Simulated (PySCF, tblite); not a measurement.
# C₂H₈GeO₃Si₂: geometry, infrared bands and NMR shifts

Wanted: the infrared bands and NMR shifts of C₂H₈GeO₃Si₂ (`O=C[C](=O)[GeH2][SiH2][SiH2]O`), by calculation.

Programs: tblite 0.8.0 and PySCF 2.14.0, with density-fitted response routines of our own. Each step states its level of theory. These are calculated values for one molecule in the gas phase, unless marked as measured. Atoms count from 0, in the outputs and in this text.

## 1. The molecule as given

16 atoms, charge 0, multiplicity 1; geometry from: force field or distance geometry start.

Bonds of the start (Å): O0–C1 1.27, C1–C2 1.47, C2–O3 1.26, C2–Ge4 1.91, Ge4–Si5 2.28, Si5–Si6 2.22, Si6–O7 1.71, C1–H8 1.07, Ge4–H9 1.54, Ge4–H10 1.58, Si5–H11 1.48, Si5–H12 1.46, Si6–H13 1.46, Si6–H14 1.46, O7–H15 0.97.

## 2. Optimising the geometry with GFN2-xTB

The job: settings as JSON, then the geometry in Å.

```
{"job": {"kind": "relax", "xc": "GFN2-xTB", "basis": "xTB"}, "charge": 0, "multiplicity": 1}
O     -1.258200     1.731700    -0.910100
C     -2.268900     1.404200    -0.211000
C     -2.428100     0.054300     0.339400
O     -3.471500    -0.142100     1.016100
Ge    -1.173900    -1.361000     0.040200
Si     0.799000    -0.601800    -0.820800
Si     2.272900     0.024200     0.713300
O      2.714300     1.652100     0.404300
H     -3.017900     2.138600     0.016800
H     -1.018800    -2.161500     1.351300
H     -1.845000    -2.330300    -1.005000
H      1.400300    -1.679700    -1.635600
H      0.564700     0.537000    -1.707900
H      3.460900    -0.805500     0.531500
H      1.804800    -0.153200     2.088700
H      3.457700     1.702000    -0.222600
```

Run with:

```bash
$ OMP_NUM_THREADS=1 python probes_run.py task.json out
```

One launch serves the whole session: the jobs run in the order shown.

**Question.** This job is followed by: GFN2-xTB harmonic vibrations, gas phase; GIAO PBE0/pcSseg-1 NMR shielding, non-relativistic, gas phase. What will the session give for the following? strongest single infrared mode (GFN2-xTB); zero-point energy (GFN2-xTB); 13C shifts against TMS (PBE0/pcSseg-1); 1H shifts against TMS (PBE0/pcSseg-1, means over atoms taken as alike); 17O shifts against H2O (PBE0/pcSseg-1); 73Ge shifts against GeMe4 (PBE0/pcSseg-1); 29Si shifts against TMS (PBE0/pcSseg-1); surface potential, 1st and 99th percentile.

The runs gave:

| quantity | value |
| --- | --- |
| strongest single infrared mode (GFN2-xTB) | 2191 cm⁻¹, 603 km/mol |
| zero-point energy (GFN2-xTB) | 54.3 kcal/mol |
| 13C shifts against TMS (PBE0/pcSseg-1) | 253.8, 196.6 ppm |
| 1H shifts against TMS (PBE0/pcSseg-1, means over atoms taken as alike) | 9.95, 5.84, 5.44, 4.55, 3.69 ppm |
| 17O shifts against H2O (PBE0/pcSseg-1) | 848.7, 567.4, 3.9 ppm |
| 73Ge shifts against GeMe4 (PBE0/pcSseg-1) | -249 ppm |
| 29Si shifts against TMS (PBE0/pcSseg-1) | -40.2, -123.2 ppm |
| surface potential, 1st and 99th percentile | -1.45 V and 1.65 V |

What this shows: Over 282 steps the energy fell by 1.250 eV; of the close pairs, C2–Ge4 changed most, 1.915 to 2.047 Å. All 42 modes are real, so the xTB geometry is a minimum. Unscaled tight-binding wavenumbers are off by several per cent, some by more. Its intensities can rank the bands wrongly. The most deshielded hydrogen is H8 (hydrogen on an aldehyde carbonyl carbon), at 9.95 ppm: the C=O anisotropy and electron withdrawal place aldehyde protons far downfield. At PBE0/pcSseg-1: The widest tensor belongs to O3: span 1835 ppm, with a paramagnetic part of -912 ppm. By nearest atom (PBE0/pcSseg-1), the HOMO sits on O3 36 %; C2 15 % and the LUMO on C1, C2 about 23 % each; O0, O3 about 16 % each. Spin-orbit coupling is left out, which matters for shieldings and couplings at and beside the heavy atoms.
